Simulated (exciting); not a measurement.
Here is an exciting (release sodium) calculation.

The input input.xml:

```xml
<input>
  <title>GaGe</title>
  <structure speciespath="./" tshift="false">
    <crystal scale="1">
      <basevect>0.000000000000 5.476131511890 5.476131511890</basevect>
      <basevect>5.476131511890 0.000000000000 5.476131511890</basevect>
      <basevect>5.476131511890 5.476131511890 0.000000000000</basevect>
    </crystal>
    <species speciesfile="Ge.xml" rmt="2">
      <atom coord="0.000000000000 0.000000000000 0.000000000000"/>
    </species>
    <species speciesfile="Ga.xml" rmt="2">
      <atom coord="0.250000000000 0.250000000000 0.250000000000"/>
    </species>
  </structure>
  <groundstate do="fromscratch" ngridk="8 8 8" rgkmax="9" gmaxvr="14" lmaxapw="10" lmaxmat="10" lmaxvr="8" xctype="GGA_PBE_SOL" stype="Fermi Dirac" swidth="0.00183747" nempty="10" ValenceRelativity="iora*" epsengy="1e-05" epspot="1e-05" maxscl="60" tforce="true" outputlevel="normal"/>
</input>
```

Potentials or basis: all-electron LAPW+lo, shipped species files, valence relativity iora*.

The run is started by

```bash
$ OMP_NUM_THREADS=1 exciting_smp
```

Problem. What does it give for the band gap on the k mesh?

Solution. None (metal or under the smearing width).
